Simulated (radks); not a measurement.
# Nuclear size and the levels of Pm³⁺

Aim: how the total energy, the levels and the density at the nucleus of Pm³⁺ respond when the nuclear radius is scaled.

Method: Dirac Kohn-Sham, BLYP, spin-unpolarised, spherical densities, finite nucleus; open shells are shared between the two j in proportion to 2j + 1. Code: radks (a radial shooting solver on a logarithmic mesh, Libxc functionals) version 1.

## 1. Starting point

| Property | Result |
| --- | --- |
| element | promethium (Z = 61) |
| charge | +3 |
| electrons | 58 |
| configuration | [Xe] 4f4 |
| nuclear rms radius | 4.962 fm |

Outer shells as boxes (Hund's rule):

Pm³⁺
```
[Xe] core
4f [↑ ][↑ ][↑ ][↑ ][  ][  ][  ]
```

## 2. rms radius 4.962 fm

Settings of this run:

```text
Z 61
configuration [Xe] 4f4 6s0 5d0
relativity Dirac
functional b88,lyp
spin unpolarised
j_filling average
nucleus finite rms 4.962 fm
c 137.035999084
```

## 3. rms radius 4.2127 fm

Settings, as their differences from step 2:

```diff
@@ -6,3 +6,3 @@
 j_filling average
-nucleus finite rms 4.962 fm
+nucleus finite rms 4.2127 fm
 c 137.035999084
```

## 4. rms radius 4.4906 fm

Settings, as their differences from step 3:

```diff
@@ -6,3 +6,3 @@
 j_filling average
-nucleus finite rms 4.2127 fm
+nucleus finite rms 4.4906 fm
 c 137.035999084
```

## 5. rms radius 5.1109 fm

Settings, as their differences from step 4:

```diff
@@ -6,3 +6,3 @@
 j_filling average
-nucleus finite rms 4.4906 fm
+nucleus finite rms 5.1109 fm
 c 137.035999084
```

## 6. rms radius 5.483 fm

Settings, as their differences from step 5:

```diff
@@ -6,3 +6,3 @@
 j_filling average
-nucleus finite rms 5.1109 fm
+nucleus finite rms 5.483 fm
 c 137.035999084
```

Before running it: what results should come out? Wanted: for each run, rms radius; total energy shift; density at nucleus; 1s1/2 shift; 2s1/2 shift; 5s1/2 shift; 5p1/2 shift; 6s1/2 shift.

**Answer**, as computed:

```tsv
rms radius (fm)	total energy shift (eV)	density at nucleus (e/bohr³)	1s1/2 shift (meV)	2s1/2 shift (meV)	5s1/2 shift (meV)	5p1/2 shift (meV)	6s1/2 shift (meV)
4.2127	-4.10	5.119e+05	-1695	-213	-1.76	0.107	-0.334
4.4906	-2.64	5.044e+05	-1092	-137	-1.13	0.0691	-0.215
4.962	0	4.929e+05	0	0	0	0	0
5.1109	0.875	4.895e+05	362	45.5	0.376	-0.0229	0.0715
5.483	3.15	4.817e+05	1303	164	1.35	-0.0825	0.257
```

In words: Shifts are against the first run. Over the range the 1s1/2 level moves by 3.00 eV and the 6s1/2 level by 0.592 meV. A larger nucleus binds the 1s electrons less and lowers the density at its centre. These are shifts of eigenvalues, not the field shifts of spectral lines.
